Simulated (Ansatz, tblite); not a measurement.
# GeEt3(SiMe3) (C9H24GeSi): rung by rung

The task here is to estimate one member of a computed series from the others.

The runs use Ansatz 0.2.0, Gaussian basis; as each input shows.

Plan: GFN1-xTB, GFN2-xTB, PBE-D4/def2-TZVP, r2SCAN-D4/def2-TZVP, PBE-D4/def2-SVP, PBE0-D4/def2-SVP, MP2/def2-SVP.

5 further runs of the same task are left out: 3 that didn't finish, 2 set aside as unsound or not needed.

## The geometry

The geometry is that of the singlet, from an earlier relaxation (PBE-D4/def2-SVP).

35 atoms, charge 0, spin multiplicity 1.

Bond lengths: Ge1–C2 1.992 Å, Ge1–C9 1.992 Å, Ge1–C16 1.992 Å, Ge1–Si23 2.404 Å, C2–C3 1.532 Å, C2–H4 1.111 Å, C2–H5 1.112 Å, C3–H6 1.111 Å, C3–H7 1.111 Å, C3–H8 1.111 Å, C9–C10 1.532 Å, C9–H11 1.111 Å, C9–H12 1.112 Å, C10–H13 1.111 Å, C10–H14 1.111 Å, C10–H15 1.111 Å, C16–C17 1.532 Å, C16–H18 1.112 Å and more. Angles: C2–Ge1–C9 108.3°, C2–Ge1–C16 108.3°, C2–Ge1–Si23 110.6°, C9–Ge1–C16 108.3°, C9–Ge1–Si23 110.7°, C16–Ge1–Si23 110.6°, Ge1–C2–C3 114.0°, Ge1–C2–H4 107.6°, Ge1–C2–H5 107.4°, C3–C2–H4 110.6°, C3–C2–H5 110.8°, H4–C2–H5 106.1°, C2–C3–H6 112.1°, C2–C3–H7 111.7°, C2–C3–H8 111.9°, H6–C3–H7 107.0°, H6–C3–H8 107.0°, H7–C3–H8 106.8° and more.

PBE0-D4/def2-TZVP was run before; its log isn't repeated, and its numbers join the tables.

Set-up of the first run:

Tight binding, by tblite at 300 K electronic temperature and without a spin-polarisation term:

```python
tblite.interface.Calculator('GFN1-xTB', numbers, positions, charge=0, uhf=0).singlepoint()
```

Tight binding, by tblite at 300 K electronic temperature and without a spin-polarisation term:

```python
tblite.interface.Calculator('GFN2-xTB', numbers, positions, charge=0, uhf=0).singlepoint()
```

start.molden holds the orbitals of an earlier run on this state, given as this run's starting guess.

in.yaml reads:

```yaml
crystal:
  periodic: [false, false, false]
  atoms:
    - {symbol: Ge, position_ang: [0.406071, 0.696579, 0.296252]}
    - {symbol: C, position_ang: [0.537486, 0.640615, 2.283408]}
    - {symbol: C, position_ang: [1.252127, -0.601668, 2.824697]}
    - {symbol: H, position_ang: [-0.494384, 0.706602, 2.690982]}
    - {symbol: H, position_ang: [1.058098, 1.568421, 2.608414]}
    - {symbol: H, position_ang: [1.312063, -0.599781, 3.933880]}
    - {symbol: H, position_ang: [0.730403, -1.537365, 2.528844]}
    - {symbol: H, position_ang: [2.292472, -0.680262, 2.443592]}
    - {symbol: C, position_ang: [2.250633, 0.805226, -0.448700]}
    - {symbol: C, position_ang: [2.303751, 0.828256, -1.979597]}
    - {symbol: H, position_ang: [2.825742, -0.058623, -0.050815]}
    - {symbol: H, position_ang: [2.727340, 1.716030, -0.023620]}
    - {symbol: H, position_ang: [3.344896, 0.896403, -2.360803]}
    - {symbol: H, position_ang: [1.855548, -0.088435, -2.420244]}
    - {symbol: H, position_ang: [1.746729, 1.692104, -2.400840]}
    - {symbol: C, position_ang: [-0.574330, 2.352863, -0.218644]}
    - {symbol: C, position_ang: [-2.025959, 2.393876, 0.269949]}
    - {symbol: H, position_ang: [-0.532073, 2.438575, -1.326136]}
    - {symbol: H, position_ang: [0.000919, 3.217574, 0.180500]}
    - {symbol: H, position_ang: [-2.541520, 3.331192, -0.029388]}
    - {symbol: H, position_ang: [-2.621726, 1.549664, -0.140191]}
    - {symbol: H, position_ang: [-2.092909, 2.325866, 1.376848]}
    - {symbol: Si, position_ang: [-0.730727, -1.252864, -0.532813]}
    - {symbol: C, position_ang: [0.490507, -2.704290, -0.675523]}
    - {symbol: C, position_ang: [-2.134699, -1.738557, 0.655172]}
    - {symbol: C, position_ang: [-1.466918, -0.890871, -2.248984]}
    - {symbol: H, position_ang: [-0.016184, -3.610369, -1.069944]}
    - {symbol: H, position_ang: [0.927942, -2.962266, 0.310760]}
    - {symbol: H, position_ang: [1.328463, -2.459784, -1.360527]}
    - {symbol: H, position_ang: [-1.744986, -1.958798, 1.670441]}
    - {symbol: H, position_ang: [-2.881574, -0.924065, 0.752078]}
    - {symbol: H, position_ang: [-2.664770, -2.644348, 0.292063]}
    - {symbol: H, position_ang: [-2.186179, -0.046862, -2.209085]}
    - {symbol: H, position_ang: [-0.675601, -0.622863, -2.978887]}
    - {symbol: H, position_ang: [-2.006633, -1.777787, -2.643155]}
basis:
  gaussian: {orbitals: def2-TZVP, initial_orbitals: start.molden}
hamiltonian: {xc: pbe, dispersion: d4}
scf: {omitted_lower_state_checks: [starts]}
output: {forces: true, orbitals: {seedname: orbitals}}
```

Run with:

```sh
> ansatz run in.yaml --threads 4 --pin off --events-out ev --progress --plain --max-ram 6963MiB
```

Among the steps run: PBE-D4/def2-TZVP; r2SCAN-D4/def2-TZVP; PBE-D4/def2-SVP; PBE0-D4/def2-SVP; MP2/def2-SVP.

One of the session's tables, all rows but one given; the rest of the session is left out.

It belongs to the step «Binding energy». 

```
              level  binding an atom (eV)
        HF/def2-SVP                 3.046
    PBE-D4/def2-SVP                 4.039
   PBE-D4/def2-TZVP                 4.015
r2SCAN-D4/def2-TZVP                 3.970
   PBE0-D4/def2-SVP                     ?
  PBE0-D4/def2-TZVP                 3.980
       MP2/def2-SVP                 3.814
```

Estimate the missing values for PBE0-D4/def2-SVP.

The run gave: binding an atom (eV): 4.010. In the column «binding an atom (eV)» it lies between PBE0-D4/def2-TZVP (3.980) and PBE-D4/def2-TZVP (4.015).

To keep in mind: Free atoms were run apart at each level; binding is atoms less cluster, divided by the number of atoms, without zero-point or spin-orbit terms.
